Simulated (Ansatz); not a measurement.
Consider vertical spin-state energies of C₂H₃BO, SMILES B1C=CO1 (Ansatz 0.2.0, Python API).

`c2h3bo_spin.py`
```python
# -*- coding: utf-8 -*-
"""Vertical spin-state energies of C2H3BO."""

import ansatz as az

c2h3bo = (
    az.Crystal.molecule()
    .atom("B", (-0.7799, 0.4048, -0.5455))
    .atom("C", (0.1497, 0.3493, 0.5881))
    .atom("C", (0.6516, -0.7664, 0.042))
    .atom("O", (-0.1196, -0.7469, -1.056))
    .atom("H", (-1.701, 1.1598, -0.9152))
    .atom("H", (0.3488, 0.957, 1.4733))
    .atom("H", (1.5117, -1.4255, 0.3676))
)

base = (
    c2h3bo.calculation()
    .basis(gaussian="cc-pVTZ")
    .functional("hf")
)
found = {}
for unpaired in [0, 2, 4]:
    report = base.spin("collinear", total=unpaired).run(threads=1).report
    s = unpaired / 2
    found[unpaired] = report["free_energy_ev"]
    print(f"2S+1 = {unpaired + 1}: E = {found[unpaired]:.5f} eV, <S^2> = {abs(report['mean_field']['state']['spin_squared']):.3f} (pure state {s * (s + 1):.2f})")
lowest = min(found, key=found.get)
for unpaired, e in found.items():
    print(f"multiplicity {unpaired + 1}: {(e - found[lowest]):.3f} eV above the lowest")
```

Which spin state is lowest at this geometry, and how far above lie the others?

In order: multiplicity 1 (+0.00 eV), multiplicity 3 (+1.78 eV) and multiplicity 5 (+9.33 eV), all at the one geometry.

What the script printed:

```console
$ python c2h3bo_spin.py
2S+1 = 1: E = -4817.03322 eV, <S^2> = 0.134 (pure state 0.00)
2S+1 = 3: E = -4815.25162 eV, <S^2> = 2.021 (pure state 2.00)
2S+1 = 5: E = -4807.70530 eV, <S^2> = 6.037 (pure state 6.00)
multiplicity 1: 0.000 eV above the lowest
multiplicity 3: 1.782 eV above the lowest
multiplicity 5: 9.328 eV above the lowest
```

What to keep in mind:
- Total energies depend on the basis set; only differences at equal settings carry meaning.
- The geometry is a force-field or estimated start, not a minimum of this method, and the basis set is short of its limit. All parts are taken at fixed geometry, without zero-point energy.
- The expectation value of S² is noticeably off S(S+1) in at least one run, so that state is spin-contaminated.
- Hartree-Fock leaves correlation out, so it favours high-spin states too much.
- The whole script took 20 s on 1 thread of Arm Neoverse V1, on a shared host, peak memory 0.44 GiB.

(A comment or docstring line of the script was reworded after the run, the code is as it ran; lines on the test bed's own set-up are left out of the output.)
